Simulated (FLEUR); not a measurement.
# TaW (Cmmm) in FLEUR: notebook

The runs below take TaW through equation of state, band structure, with PBEsol.

Program: FLEUR MaX-R8.1 (later development tree). These are calculated values, not measurements. Logs are shortened: lines on timing, memory, paths and dates and some standing lists are left out, and cuts for length are marked.

## 1. The structure

The structure is orthorhombic, space group Cmmm (No. 65). Conventional cell: a = 3.228 Å, b = 4.614 Å, c = 4.521 Å, α = 90.00°, β = 90.00°, γ = 90.00°. Around W (site symmetry mmm) lie 4 Ta at 2.78 Å and 4 W at 2.82 Å. Ta (site symmetry mmm) is surrounded by 4 W at 2.78 Å and 4 Ta at 2.82 Å.

The cell comes from a database or a generator and needn't be the stable form of this composition.

## 2. Equation of state, PBEsol, 15.83 Å³/atom (volume scaled by 0.94)

inp.xml reads:

```xml
<?xml version="1.0" encoding="UTF-8" standalone="no"?>
<fleurInput fleurInputVersion="0.39">
   <comment>
      TaW                                                                                                 
   </comment>
   <calculationSetup>
      <cutoffs Kmax="4.15" Gmax="12.9" GmaxXC="12.9" numbands="0"/>
      <scfLoop itmax="60" minDistance="0.00001" maxIterBroyd="15" imix="Anderson" alpha="0.05" precondParam="0.0" spinf="2.0" sdNocoIR="T"/>
      <coreElectrons ctail="T" frcor="F" kcrel="0" coretail_lmax="0"/>
      <xcFunctional name="PBEs" relativisticCorrections="F"/>
      <magnetism jspins="1"/>
      <soc l_soc="F" theta="0.0" phi="0.0" spav="F"/>
      <expertModes spex="0" secvar="F"/>
      <geometryOptimization l_f="F" forcealpha="1.0" forcemix="BFGS" epsdisp="0.0005" epsforce="0.0002"/>
      <ldaU l_linMix="F" mixParam="0.05" spinf="1.0"/>
   </calculationSetup>
   <cell>
      <bzIntegration valenceElectrons="55.0" mode="hist" fermiSmearingEnergy="0.00183747">
         <kPointListSelection listName="default-1"/>
         <!-- k-points included here -->
         <xi:include xmlns:xi="http://www.w3.org/2001/XInclude" href="kpts.xml"> </xi:include>
      </bzIntegration>
      <!-- symmetry operations included here -->
      <xi:include xmlns:xi="http://www.w3.org/2001/XInclude" href="sym.xml"> </xi:include>
      <bulkLattice scale="0.9795861087">
         <bravaisMatrix>
            <row-1>    3.0502613429319871    -4.3596463574683773     0.0000000000000000</row-1>
            <row-2>    3.0502613429319871     4.3596463574683773     0.0000000000000000</row-2>
            <row-3>    0.0000000000000000     0.0000000000000000     8.5442046951019002</row-3>
         </bravaisMatrix>
      </bulkLattice>
   </cell>
   <atomSpecies>
      <species name="Tungsten (W)" element="W" atomicNumber="74">
         <mtSphere radius="2.36" gridPoints="803" logIncrement="0.017"/>
         <atomicCutoffs lmax="10" lnonsphr="10"/>
         <electronConfig flipSpins="F">
            <coreConfig>(1s1/2) (2s1/2) (2p1/2) (2p3/2) (3s1/2) (3p1/2) (3p3/2) (4s1/2) (3d3/2) (3d5/2) (4p1/2) (4p3/2) (4d3/2) (4d5/2)</coreConfig>
            <valenceConfig>(5s1/2) (5p1/2) (5p3/2) (6s1/2) (4f5/2) (4f7/2) (5d3/2) (5d5/2)</valenceConfig>
            <stateOccupation state="(5d3/2)" spinUp="0.800000" spinDown="0.800000"/>
            <stateOccupation state="(5d5/2)" spinUp="1.200000" spinDown="1.200000"/>
         </electronConfig>
         <energyParameters s="6" p="6" d="5" f="4"/>
         <lo type="SCLO" l="0" n="5" eDeriv="0"/>
         <lo type="SCLO" l="1" n="5" eDeriv="0"/>
         <lo type="SCLO" l="2" n="5" eDeriv="2"/>
         <lo type="SCLO" l="3" n="4" eDeriv="2"/>
      </species>
      <species name="Tantalum (Ta)" element="Ta" atomicNumber="73">
         <mtSphere radius="2.36" gridPoints="803" logIncrement="0.017"/>
         <atomicCutoffs lmax="10" lnonsphr="10"/>
         <electronConfig flipSpins="F">
            <coreConfig>(1s1/2) (2s1/2) (2p1/2) (2p3/2) (3s1/2) (3p1/2) (3p3/2) (4s1/2) (3d3/2) (3d5/2) (4p1/2) (4p3/2) (4d3/2) (4d5/2)</coreConfig>
            <valenceConfig>(5s1/2) (5p1/2) (5p3/2) (6s1/2) (4f5/2) (4f7/2) (5d3/2) (5d5/2)</valenceConfig>
            <stateOccupation state="(5d3/2)" spinUp="0.600000" spinDown="0.600000"/>
            <stateOccupation state="(5d5/2)" spinUp="0.900000" spinDown="0.900000"/>
         </electronConfig>
         <energyParameters s="6" p="6" d="5" f="4"/>
         <lo type="SCLO" l="0" n="5" eDeriv="0"/>
         <lo type="SCLO" l="1" n="5" eDeriv="0"/>
         <lo type="SCLO" l="2" n="5" eDeriv="2"/>
         <lo type="SCLO" l="3" n="4" eDeriv="2"/>
      </species>
   </atomSpecies>
   <atomGroups>
      <atomGroup species="Tungsten (W)">
         <relPos label="                   1">1.000/2.000 1.000/2.000 1.000/2.000</relPos>
         <force calculate="T" relaxXYZ="TTT"/>
      </atomGroup>
      <atomGroup species="Tantalum (Ta)">
         <relPos label="                   2">.0000000000 .0000000000 .0000000000</relPos>
         <force calculate="T" relaxXYZ="TTT"/>
      </atomGroup>
   </atomGroups>
   <output dos="F" band="F" slice="F">
      <checks vchk="F" cdinf="F"/>
      <bandDOS minEnergy="-.5*Htr" maxEnergy="0.5*Htr" sigma="0.015" storeEVData="T"/>
      <vacuumDOS vacdos="F" integ="F" star="F" nstars="0" locx1="0.0" locy1="0.0" locx2="0.0" locy2="0.0" nstm="0" tworkf="0.0"/>
      <unfoldingBand unfoldBand="F" supercellX="1" supercellY="1" supercellZ="1"/>
      <plotting iplot="0" polar="F">
         <plot TwoD="T" vec1="  1.0  0.0  0.0" vec2="  0.0  1.0  0.0" vec3="  0.0  0.0  1.0" zero="  0.0  0.0  0.0" file="plot"/>
      </plotting>
      <chargeDensitySlicing numkpt="0" minEigenval="0.0" maxEigenval="0.0" nnne="0" pallst="F"/>
      <specialOutput eonly="F"/>
      <moessbauerParams electricFieldGradient="T" isomerShift="T" coreHyperfine="T" valenceHyperfine="T"/>
      <magneticCircularDichroism mcd="F" energyLo="-10.0" energyUp="0.0"/>
   </output>
  <!-- We include the file relax.xml here to enable relaxations (see documentation) -->
  <xi:include xmlns:xi="http://www.w3.org/2001/XInclude" href="relax.xml"> <xi:fallback/> </xi:include>
</fleurInput>
```

Potentials or basis: all-electron, FLAPW.

On the command line:

```
inpgen -f crystal.txt -profile fastHighL
# inp.xml edited to the form shown
fleur_MPI
```

Log:

```text
Welcome to FLEUR        (www.flapw.de)
      MaX-Release 8.1          (www.max-centre.eu)

 ========== k-point set info ==========
 Selected k-point list: default-1
 k-point list type: mesh
 10 x 10 x 6
 Number of k points: 124

 ------------Calculation Setup---------------------------
 Number of MPI-tasks      :            1
 Number of PE/node        :            1
 Number of OMP-threads    :            1
 Most efficient MPI parallelization for:
           1           2           4          31          62         124
 Additional eigenvalue parallelization possible
 Number of basis functions:          325
 Approximate size of matrices (H+S) per k-point:         0.002 GB
 --------------------------------------------------------
 Iteration:     1   Distance:      13.57417602 me/bohr^3
 Iteration:     2   Distance:      12.30805454 me/bohr^3
 Iteration:     3   Distance:       6.72269316 me/bohr^3
 Iteration:     4   Distance:       4.04292148 me/bohr^3
 Iteration:     5   Distance:       3.26038151 me/bohr^3
 Iteration:     6   Distance:       1.12235626 me/bohr^3
 Iteration:     7   Distance:       0.65159080 me/bohr^3
 Iteration:     8   Distance:       0.20118084 me/bohr^3
 Iteration:     9   Distance:       0.06797160 me/bohr^3
 Iteration:    10   Distance:       0.05580092 me/bohr^3
 Iteration:    11   Distance:       0.00781644 me/bohr^3
 Iteration:    12   Distance:       0.00180487 me/bohr^3
 Iteration:    13   Distance:       0.00132468 me/bohr^3
 Iteration:    14   Distance:       0.00017704 me/bohr^3
 Iteration:    15   Distance:       0.00014885 me/bohr^3
 Iteration:    16   Distance:       0.00012831 me/bohr^3
 Iteration:    17   Distance:       0.00010234 me/bohr^3
 Iteration:    18   Distance:       0.00003541 me/bohr^3
 Iteration:    19   Distance:       0.00000971 me/bohr^3

 ********************************************************************
 Run finished successfully
 Stop message:
   all done
 ********************************************************************
```

Run time: 2.2 min. Hardware: 1 thread of Arm Neoverse V1, shared host; peak memory 0.09 GiB.

What came out:

| Item | Value |
| --- | --- |
| Free energy | -864856.3880 eV |
| Band gap on the k mesh | none (metal or under the smearing width) |
| Valence electrons inside the program's atomic spheres | W 25.61; Ta 24.60 (radii W 2.36, Ta 2.36 bohr) |

## 3. Equation of state, PBEsol, 16.16 Å³/atom (volume scaled by 0.96)

Edit inp.xml of step 2 so:

```diff
@@ -24,3 +24,3 @@
       <xi:include xmlns:xi="http://www.w3.org/2001/XInclude" href="sym.xml"> </xi:include>
-      <bulkLattice scale="0.9795861087">
+      <bulkLattice scale="0.9864848297">
          <bravaisMatrix>
```

Potentials or basis: all-electron, FLAPW.

On the command line:

```
inpgen -f crystal.txt -profile fastHighL
# inp.xml edited to the form shown
fleur_MPI
```

Wall time 2.4 min (1 thread of Arm Neoverse V1, shared host); peak memory 0.09 GiB.

The run converged. Its results:

- Free energy: -864856.4247 eV
- Band gap on the k mesh: none (metal or under the smearing width)
- Valence electrons inside the program's atomic spheres: W 25.56; Ta 24.56 (radii W 2.36, Ta 2.36 bohr)

## 4. Equation of state, PBEsol, 16.50 Å³/atom (volume scaled by 0.98)

Edit inp.xml of step 3 so:

```diff
@@ -24,3 +24,3 @@
       <xi:include xmlns:xi="http://www.w3.org/2001/XInclude" href="sym.xml"> </xi:include>
-      <bulkLattice scale="0.9864848297">
+      <bulkLattice scale="0.9932883884">
          <bravaisMatrix>
```

On the command line:

```
inpgen -f crystal.txt -profile fastHighL
# inp.xml edited to the form shown
fleur_MPI
```

Run time: 2.5 min. Hardware: 1 thread of Arm Neoverse V1, shared host; peak memory 0.09 GiB.

It converged, with:

- Free energy: -864856.4369 eV
- Band gap on the k mesh: none (metal or under the smearing width)
- Valence electrons inside the program's atomic spheres: W 25.53; Ta 24.52 (radii W 2.36, Ta 2.36 bohr)

## 5. Equation of state, PBEsol, 16.84 Å³/atom

Edit inp.xml of step 4 so:

```diff
@@ -24,3 +24,3 @@
       <xi:include xmlns:xi="http://www.w3.org/2001/XInclude" href="sym.xml"> </xi:include>
-      <bulkLattice scale="0.9932883884">
+      <bulkLattice scale="1.0000000000">
          <bravaisMatrix>
```

On the command line:

```
inpgen -f crystal.txt -profile fastHighL
# inp.xml edited to the form shown
fleur_MPI
```

Run time: 2.5 min. Hardware: 1 thread of Arm Neoverse V1, shared host; peak memory 0.09 GiB.

Results (log left out):

* Free energy: -864856.4262 eV
* Band gap on the k mesh: none (metal or under the smearing width)
* Valence electrons inside the program's atomic spheres: W 25.49; Ta 24.49 (radii W 2.36, Ta 2.36 bohr)

## 6. Equation of state, PBEsol, 17.17 Å³/atom (volume scaled by 1.02)

Edit inp.xml of step 5 so:

```diff
@@ -24,3 +24,3 @@
       <xi:include xmlns:xi="http://www.w3.org/2001/XInclude" href="sym.xml"> </xi:include>
-      <bulkLattice scale="1.0000000000">
+      <bulkLattice scale="1.0066227096">
          <bravaisMatrix>
```

Potentials or basis: all-electron, FLAPW.

On the command line:

```
inpgen -f crystal.txt -profile fastHighL
# inp.xml edited to the form shown
fleur_MPI
```

Wall time 2.6 min (1 thread of Arm Neoverse V1, shared host); peak memory 0.09 GiB.

Results (log left out):

- Free energy: -864856.3953 eV
- Band gap on the k mesh: none (metal or under the smearing width)
- Valence electrons inside the program's atomic spheres: W 25.46; Ta 24.45 (radii W 2.36, Ta 2.36 bohr)

## 7. Equation of state, PBEsol, 17.51 Å³/atom (volume scaled by 1.04)

Edit inp.xml of step 6 so:

```diff
@@ -24,3 +24,3 @@
       <xi:include xmlns:xi="http://www.w3.org/2001/XInclude" href="sym.xml"> </xi:include>
-      <bulkLattice scale="1.0066227096">
+      <bulkLattice scale="1.0131594038">
          <bravaisMatrix>
```

On the command line:

```
inpgen -f crystal.txt -profile fastHighL
# inp.xml edited to the form shown
fleur_MPI
```

Wall time 2.7 min (1 thread of Arm Neoverse V1, shared host); peak memory 0.09 GiB.

Results (log left out):

```
Free energy                                           : -864856.3460 eV
Band gap on the k mesh                                : none (metal or under the smearing width)
Valence electrons inside the program's atomic spheres : W 25.42; Ta 24.42 (radii W 2.36, Ta 2.36 bohr)
```

## 8. Equation of state, PBEsol, 17.85 Å³/atom (volume scaled by 1.06)

Edit inp.xml of step 7 so:

```diff
@@ -24,3 +24,3 @@
       <xi:include xmlns:xi="http://www.w3.org/2001/XInclude" href="sym.xml"> </xi:include>
-      <bulkLattice scale="1.0131594038">
+      <bulkLattice scale="1.0196128224">
          <bravaisMatrix>
```

On the command line:

```
inpgen -f crystal.txt -profile fastHighL
# inp.xml edited to the form shown
fleur_MPI
```

Wall time 2.7 min (1 thread of Arm Neoverse V1, shared host); peak memory 0.09 GiB.

Results (log left out):

| Quantity | Value |
| --- | --- |
| Free energy | -864856.2802 eV |
| Band gap on the k mesh | none (metal or under the smearing width) |
| Valence electrons inside the program's atomic spheres | W 25.39; Ta 24.39 (radii W 2.36, Ta 2.36 bohr) |

## 9. Equation of state, PBEsol

Potentials or basis: all-electron, FLAPW.

No new run: the results of the series are fitted here.

Results:

```yaml
Equilibrium_volume: 16.50 Å³/atom
Bulk_modulus_at_fixed_shape_and_positions: 262 GPa
Pressure_derivative_of_the_bulk_modulus: 4.0
```

Energy against volume, from the lowest point:
| volume (Å³/atom) | energy (meV/atom) |
| --- | --- |
| 15.827 | 24.44 |
| 16.163 | 6.09 |
| 16.500 | 0.00 |
| 16.837 | 5.34 |
| 17.174 | 20.77 |
| 17.510 | 45.42 |
| 17.847 | 78.31 |

Caveat: the cell was scaled at fixed shape and fractional positions, which overstates the stiffness of a crystal with free parameters, most of all of layers and chains. Spin-orbit coupling is left out, which matters for the levels of Ta, W.

## 10. Band structure, PBEsol

Changes to inp.xml since step 8:

```diff
@@ -6,3 +6,3 @@
    <calculationSetup>
-      <cutoffs Kmax="4.15" Gmax="12.9" GmaxXC="12.9" numbands="0"/>
+      <cutoffs Kmax="4.1" Gmax="12.7" GmaxXC="12.7" numbands="0"/>
       <scfLoop itmax="60" minDistance="0.00001" maxIterBroyd="15" imix="Anderson" alpha="0.05" precondParam="0.0" spinf="2.0" sdNocoIR="T"/>
@@ -13,3 +13,3 @@
       <expertModes spex="0" secvar="F"/>
-      <geometryOptimization l_f="F" forcealpha="1.0" forcemix="BFGS" epsdisp="0.0005" epsforce="0.0002"/>
+      <geometryOptimization l_f="F" forcealpha="1.0" forcemix="BFGS" epsdisp="0.00001" epsforce="0.00001"/>
       <ldaU l_linMix="F" mixParam="0.05" spinf="1.0"/>
@@ -24,3 +24,3 @@
       <xi:include xmlns:xi="http://www.w3.org/2001/XInclude" href="sym.xml"> </xi:include>
-      <bulkLattice scale="1.0196128224">
+      <bulkLattice scale="1.0">
          <bravaisMatrix>
@@ -34,3 +34,3 @@
       <species name="Tungsten (W)" element="W" atomicNumber="74">
-         <mtSphere radius="2.36" gridPoints="803" logIncrement="0.017"/>
+         <mtSphere radius="2.43" gridPoints="803" logIncrement="0.017"/>
          <atomicCutoffs lmax="10" lnonsphr="10"/>
@@ -49,3 +49,3 @@
       <species name="Tantalum (Ta)" element="Ta" atomicNumber="73">
-         <mtSphere radius="2.36" gridPoints="803" logIncrement="0.017"/>
+         <mtSphere radius="2.43" gridPoints="803" logIncrement="0.017"/>
          <atomicCutoffs lmax="10" lnonsphr="10"/>
```

crystal.txt reads:

```
TaW
&input cartesian=F /
1.6141287900  -2.3070255000  0.0000000000
1.6141287900  2.3070255000  0.0000000000
0.0000000000  0.0000000000  4.5213984100
1.8897261246
1.0 1.0 1.0

2
74 0.5000000000  0.5000000000  0.5000000000
73 0.0000000000  0.0000000000  0.0000000000

&kpt div1=10 div2=10 div3=6 gamma=T /
```

inp.xml (bands) reads:

```
<?xml version="1.0" encoding="UTF-8" standalone="no"?>
<fleurInput fleurInputVersion="0.39">
   <comment>
      TaW                                                                                                 
   </comment>
   <calculationSetup>
      <cutoffs Kmax="4.1" Gmax="12.7" GmaxXC="12.7" numbands="0"/>
      <scfLoop itmax="60" minDistance="0.00001" maxIterBroyd="15" imix="Anderson" alpha="0.05" precondParam="0.0" spinf="2.0" sdNocoIR="T"/>
      <coreElectrons ctail="T" frcor="F" kcrel="0" coretail_lmax="0"/>
      <xcFunctional name="PBEs" relativisticCorrections="F"/>
      <magnetism jspins="1"/>
      <soc l_soc="F" theta="0.0" phi="0.0" spav="F"/>
      <expertModes spex="0" secvar="F"/>
      <geometryOptimization l_f="F" forcealpha="1.0" forcemix="BFGS" epsdisp="0.00001" epsforce="0.00001"/>
      <ldaU l_linMix="F" mixParam="0.05" spinf="1.0"/>
   </calculationSetup>
   <cell>
      <bzIntegration valenceElectrons="55.0" mode="hist" fermiSmearingEnergy="0.00183747">
         <kPointListSelection listName="path-1"/>
         <!-- k-points included here -->
         <xi:include xmlns:xi="http://www.w3.org/2001/XInclude" href="kpts.xml"> </xi:include>
      </bzIntegration>
      <!-- symmetry operations included here -->
      <xi:include xmlns:xi="http://www.w3.org/2001/XInclude" href="sym.xml"> </xi:include>
      <bulkLattice scale="1.0">
         <bravaisMatrix>
[... 29 lines left out ...]
            <stateOccupation state="(5d5/2)" spinUp="0.900000" spinDown="0.900000"/>
         </electronConfig>
         <energyParameters s="6" p="6" d="5" f="4"/>
         <lo type="SCLO" l="0" n="5" eDeriv="0"/>
         <lo type="SCLO" l="1" n="5" eDeriv="0"/>
         <lo type="SCLO" l="2" n="5" eDeriv="2"/>
         <lo type="SCLO" l="3" n="4" eDeriv="2"/>
      </species>
   </atomSpecies>
   <atomGroups>
      <atomGroup species="Tungsten (W)">
         <relPos label="                   1">1.000/2.000 1.000/2.000 1.000/2.000</relPos>
         <force calculate="T" relaxXYZ="TTT"/>
      </atomGroup>
      <atomGroup species="Tantalum (Ta)">
         <relPos label="                   2">.0000000000 .0000000000 .0000000000</relPos>
         <force calculate="T" relaxXYZ="TTT"/>
      </atomGroup>
   </atomGroups>
   <output dos="F" band="T" slice="F">
      <checks vchk="F" cdinf="F"/>
      <bandDOS minEnergy="-.5*Htr" maxEnergy="0.5*Htr" sigma="0.015" storeEVData="T"/>
      <vacuumDOS vacdos="F" integ="F" star="F" nstars="0" locx1="0.0" locy1="0.0" locx2="0.0" locy2="0.0" nstm="0" tworkf="0.0"/>
      <unfoldingBand unfoldBand="F" supercellX="1" supercellY="1" supercellZ="1"/>
      <plotting iplot="0" polar="F">
         <plot TwoD="T" vec1="  1.0  0.0  0.0" vec2="  0.0  1.0  0.0" vec3="  0.0  0.0  1.0" zero="  0.0  0.0  0.0" file="plot"/>
      </plotting>
      <chargeDensitySlicing numkpt="0" minEigenval="0.0" maxEigenval="0.0" nnne="0" pallst="F"/>
      <specialOutput eonly="F"/>
      <moessbauerParams electricFieldGradient="T" isomerShift="T" coreHyperfine="T" valenceHyperfine="T"/>
      <magneticCircularDichroism mcd="F" energyLo="-10.0" energyUp="0.0"/>
   </output>
  <!-- We include the file relax.xml here to enable relaxations (see documentation) -->
  <xi:include xmlns:xi="http://www.w3.org/2001/XInclude" href="relax.xml"> <xi:fallback/> </xi:include>
</fleurInput>
```

On the command line:

```
inpgen -f crystal.txt -profile fastHighL
# inp.xml edited to the form shown
fleur_MPI
fleur_MPI   # second run, on inp.xml (bands)
```

Run time: 2.5 min. Hardware: 1 thread of Arm Neoverse V1, shared host; peak memory 0.09 GiB.

The run converged. Its results:

- Free energy: -864856.4405 eV
- Band gap along the path: none (metal or under the smearing width)
- Valence electrons inside the program's atomic spheres: W 25.75; Ta 24.73 (radii W 2.43, Ta 2.43 bohr)

Levels at the corners of the path, in eV from the Fermi level:
| point | band 24 | band 25 | band 26 | band 27 | band 28 | band 29 | band 30 | band 31 |
| --- | --- | --- | --- | --- | --- | --- | --- | --- |
| Γ | -4.95 | -2.24 | -0.10 | 0.07 | 0.39 | 1.74 | 2.79 | 3.02 |
| X | -3.67 | -3.42 | -2.28 | -0.22 | 3.00 | 3.20 | 3.94 | 4.62 |
| S | -3.35 | -2.13 | -1.62 | -1.20 | -0.80 | 2.32 | 3.56 | 3.69 |
| R | -4.90 | -2.41 | -2.00 | 1.37 | 1.79 | 2.99 | 3.20 | 4.42 |
| A | -2.38 | -2.19 | -2.18 | -2.08 | -1.77 | 3.68 | 3.71 | 4.37 |
| Z | -5.80 | -1.57 | -0.84 | -0.60 | -0.13 | 2.05 | 2.10 | 2.88 |
| Γ | -4.95 | -2.24 | -0.10 | 0.07 | 0.39 | 1.74 | 2.79 | 3.02 |
| Y | -4.48 | -4.46 | -2.26 | 1.39 | 3.49 | 4.58 | 5.62 | 6.38 |
| X1 | -3.67 | -3.42 | -2.28 | -0.22 | 3.00 | 3.20 | 3.94 | 4.62 |
| A1 | -2.38 | -2.19 | -2.18 | -2.08 | -1.77 | 3.68 | 3.71 | 4.37 |
| T | -3.21 | -2.63 | -2.26 | 0.17 | 0.81 | 1.11 | 1.83 | 5.73 |
| Y | -4.48 | -4.46 | -2.26 | 1.39 | 3.49 | 4.58 | 5.62 | 6.38 |
| Z | -5.80 | -1.57 | -0.84 | -0.60 | -0.13 | 2.05 | 2.10 | 2.88 |
| T | -3.21 | -2.63 | -2.26 | 0.17 | 0.81 | 1.11 | 1.83 | 5.73 |

Core levels (eV from the Fermi level):
```
atom                                                                                                                                                                                                           levels
 1 W  1s1/2 -69369.4, 2s1/2 -11960.7, 2p1/2 -11437.4, 2p3/2 -10085.3, 3s1/2 -2750.0, 3p1/2 -2517.1, 3p3/2 -2224.8, 4s1/2 -562.6, 3d3/2 -1832.7, 3d5/2 -1769.1, 4p1/2 -466.0, 4p3/2 -398.2, 4d3/2 -239.7, 4d5/2 -227.2
2 Ta   1s1/2 -67248.9, 2s1/2 -11541.9, 2p1/2 -11030.2, 2p3/2 -9760.6, 3s1/2 -2639.1, 3p1/2 -2411.9, 3p3/2 -2138.6, 4s1/2 -533.0, 3d3/2 -1755.0, 3d5/2 -1695.4, 4p1/2 -439.4, 4p3/2 -376.3, 4d3/2 -222.5, 4d5/2 -211.0
```

Caveat: spin-orbit coupling is left out, which moves the levels of the heavy elements.
